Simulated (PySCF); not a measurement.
# C3H7ClO2S (isopropylsulfonyl chloride): the cost of one run

Computed with PySCF 2.14.0 and routines of our own; the level stands in each step. Atoms count from 0.

## Step 1: The starting structure

14 atoms, charge 0, multiplicity 1; geometry from: GFN2-xTB.

## Step 2: Magnetic properties: GIAO BHandHLYP/pcSseg-1

What the job is given:

```
{"job": {"kind": "mag", "xc": "BHandHLYP", "basis": "pcSseg-1", "isotopologues": 2}, "charge": 0, "multiplicity": 1}
C     -0.294197     1.463084     0.137152
C     -0.319246     0.073039    -0.443418
C     -1.104954    -0.954292     0.328954
S      1.404851    -0.511720    -0.468298
O      1.476952    -1.871224    -0.898734
O      2.261035     0.444748    -1.093527
Cl     1.894468    -0.511438     1.510175
H      0.451526     2.061700    -0.381443
H     -1.265451     1.942885     0.031677
H     -0.038384     1.427507     1.193981
H     -0.576296     0.076013    -1.502837
H     -0.812023    -0.941506     1.376581
H     -0.906085    -1.944101    -0.075523
H     -2.172874    -0.755168     0.263094
```

Level: GIAO BHandHLYP/pcSseg-1 magnetisability, rotational g tensor and spin-rotation constants, non-relativistic, gas phase.

On the command line:

```sh
$ OMP_NUM_THREADS=1 python excited_run.py task.json out
```

The driver reads the jobs from task.json and runs them one after another.

Q: Estimate the wall time and peak memory of this first job on 1 thread of Arm Neoverse V2, shared host.

About 23 s, with a peak of 0.76 GiB.
